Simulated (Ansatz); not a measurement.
# C2H5FSn: the cost of one run

All numbers below are computed with Ansatz 0.2.0 (RKS B3LYP/def2-SVP).

### 1 The system as given

Bond lengths: C1–C2 1.381 Å, C2–F3 1.384 Å, C2–Sn4 2.073 Å, C1–H5 1.022 Å, C1–H6 1.109 Å, Sn4–H7 1.795 Å, Sn4–H8 1.733 Å, Sn4–H9 1.790 Å. Angles: C1–C2–F3 122.4°, C1–C2–Sn4 117.2°, F3–C2–Sn4 120.4°, C2–C1–H5 121.2°, C2–C1–H6 115.5°, H5–C1–H6 123.2°, C2–Sn4–H7 108.4°, C2–Sn4–H8 110.9°, C2–Sn4–H9 111.6°, H7–Sn4–H8 108.5°, H7–Sn4–H9 106.8°, H8–Sn4–H9 110.6°.

Structure file:

```xyz
9

C     1.4470    0.6696   -0.4722
C     0.0795    0.5630   -0.6314
F    -0.6123    1.2697   -1.5997
Sn   -0.9195   -0.7553    0.6186
H     1.9365    0.1496    0.2593
H     1.9467    1.4121   -1.1272
H    -2.6612   -0.7345    0.1869
H    -0.3231   -2.3693    0.4161
H    -0.8051   -0.2512    2.3324
```

### 2 End point A

The input, input.yaml:

```yaml
crystal:
  periodic: [false, false, false]
  atoms:
    - { symbol: C, position_ang: [1.447, 0.6696, -0.4722] }
    - { symbol: C, position_ang: [0.0795, 0.563, -0.6314] }
    - { symbol: F, position_ang: [-0.6123, 1.2697, -1.5997] }
    - { symbol: Sn, position_ang: [-0.9195, -0.7553, 0.6186] }
    - { symbol: H, position_ang: [1.9365, 0.1496, 0.2593] }
    - { symbol: H, position_ang: [1.9467, 1.4121, -1.1272] }
    - { symbol: H, position_ang: [-2.6612, -0.7345, 0.1869] }
    - { symbol: H, position_ang: [-0.3231, -2.3693, 0.4161] }
    - { symbol: H, position_ang: [-0.8051, -0.2512, 2.3324] }
basis:
  gaussian: { orbitals: def2-SVP }
hamiltonian:
  xc: b3lyp
relax:
  f_tol: 0.015
  max_steps: 40
```

Launch:

```
ansatz run input.yaml --threads 2 --pin off --max-ram 3072MiB --backend cpu --events-out ev --progress --plain --runs-dir out
```

Q: Estimate wall time and peak memory on 2 threads of Intel Xeon 6975P-C (Granite Rapids), shared host.

About 13 s, with a peak of 0.21 GiB.
